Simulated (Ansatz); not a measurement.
# ScIn4: the cost of one run

Method: DFT PBE, scalar-relativistic, plane waves, PAW, in Ansatz 0.2.0.

1 further run of the same task is left out (it didn't finish). Runs told in other sessions of the task aren't counted.

## 1. The starting structure

The structure is cubic, space group P-43m (No. 215). Conventional cell: a = 5.118 Å, b = 5.118 Å, c = 5.118 Å, α = 90.00°, β = 90.00°, γ = 90.00°. Around Sc (site symmetry -43m) lie 4 In at 2.26 Å. In (site symmetry 3m) is surrounded by 1 Sc at 2.26 Å.

Coordinates:

```
CELL_PARAMETERS angstrom
5.11794 0.00000 0.00000
0.00000 5.11794 0.00000
0.00000 0.00000 5.11794
ATOMIC_POSITIONS crystal
Sc 0.50000 0.50000 0.50000
In 0.75452 0.75452 0.75452
In 0.24548 0.24548 0.75452
In 0.24548 0.75452 0.24548
In 0.75452 0.24548 0.24548
```

Recipe of the guess: random cell by space group and Wyckoff sites (P-43m, No. 215). Lengths come from tabulated atomic sizes and are only a guess.

## 2. Probe: one point on a coarse mesh

input.yaml reads:

```yaml
crystal:
  lattice:
    - [5.1179406, 0.0, 0.0]
    - [0.0, 5.1179406, 0.0]
    - [0.0, 0.0, 5.1179406]
  atoms:
    - { symbol: Sc, position: [0.5, 0.5, 0.5] }
    - { symbol: In, position: [0.75452361, 0.75452361, 0.75452361] }
    - { symbol: In, position: [0.24547639, 0.24547639, 0.75452361] }
    - { symbol: In, position: [0.24547639, 0.75452361, 0.24547639] }
    - { symbol: In, position: [0.75452361, 0.24547639, 0.24547639] }
basis:
  ecutwfc: 420
kpoints:
  mp_grid: { grid: [4, 4, 4] }
hamiltonian:
  xc: pbe
scf:
  occupations: { method: gaussian, width: 0.1 }
  lower_state_search: "off"
output:
  forces: true
  stress: true
  eigenvalues: true
```

The run is started by

```
$ ansatz run input.yaml --threads 1 --pin off --max-ram 2560MiB --backend cpu --events-out ev --progress --plain --runs-dir out
```

What time and memory should one allow on 1 thread of Intel Xeon Platinum 8488C (Sapphire Rapids), shared host?

About 3 s, with a peak of 0.39 GiB.
